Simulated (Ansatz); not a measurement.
Crystal: HfIn4SiO6.

```
Hf In Si O
1.0
     2.41418   -8.12947   -0.00361
     2.41418    8.12947   -0.00361
    -0.98872    0.00000    4.73072
Hf In Si O
1 4 1 6
Direct
  0.00000 0.00000 0.00000
  0.66321 0.33679 0.00000
  0.16197 0.83803 0.50000
  0.33679 0.66321 0.00000
  0.83803 0.16197 0.50000
  0.50000 0.50000 0.50000
  0.73033 0.73033 0.27051
  0.26967 0.26967 0.72949
  0.19575 0.35695 0.27609
  0.64305 0.80425 0.72391
  0.80425 0.64305 0.72391
  0.35695 0.19575 0.27609
```

The cell was built by a generator and needn't be a form met in nature.

* Program: Ansatz 0.2.0
* Task: single point
* Functional: PBE
* Potentials or basis: Ansatz PAW
* Cutoff: 420 eV (not typed: the program's choice for these potentials)
* k mesh: 6 × 6 × 6
* Occupations: fermi-dirac, width 0.05 eV
* Spin: no spin polarisation

On this cell: pressure 0.0 GPa; largest force 0.014 eV/Å; band gap on the k mesh none (metal or under the smearing width).

The same run follows on a disturbed copy (atoms moved at random, drawn with an rms of 0.05 Å):

```
Hf In Si O
1.0
     2.41418   -8.12947   -0.00361
     2.41418    8.12947   -0.00361
    -0.98872    0.00000    4.73072
Hf In Si O
1 4 1 6
Direct
  0.00749 0.00115 0.01233
  0.65318 0.33786 0.99883
  0.15736 0.83417 0.49358
  0.33684 0.66423 0.00371
  0.83184 0.15718 0.49627
  0.49148 0.49217 0.50334
  0.72366 0.72521 0.25822
  0.26326 0.26930 0.73040
  0.19869 0.36226 0.26585
  0.64744 0.80367 0.71860
  0.79709 0.63859 0.73378
  0.35502 0.19540 0.27794
```

**Question.** What does the disturbed cell give?

**Answer.** The energy (extrapolated to zero smearing) moves by +17.2 meV/atom; pressure 1.1 GPa; largest force 1.685 eV/Å; band gap on the k mesh none (metal or under the smearing width).

Forces in eV/Å, atoms in the order of the input:
```
Hf  -0.432  1.083 -1.217
In   0.097 -0.457 -0.134
In  -0.236 -0.214  0.314
In   0.118 -0.145 -0.380
In   0.053 -0.199  0.225
Si   1.286  0.659  0.025
O   -0.665 -0.345  1.051
O   -0.168 -0.268 -0.207
O   -0.446 -0.131  0.466
O   -0.079  0.355  0.110
O    0.171 -0.189 -0.778
O    0.299 -0.149  0.525
```

Stress tensor (GPa, compression positive):
```
 1.60 -0.28 -0.12
-0.28  1.18  0.10
-0.12  0.10  0.58
```
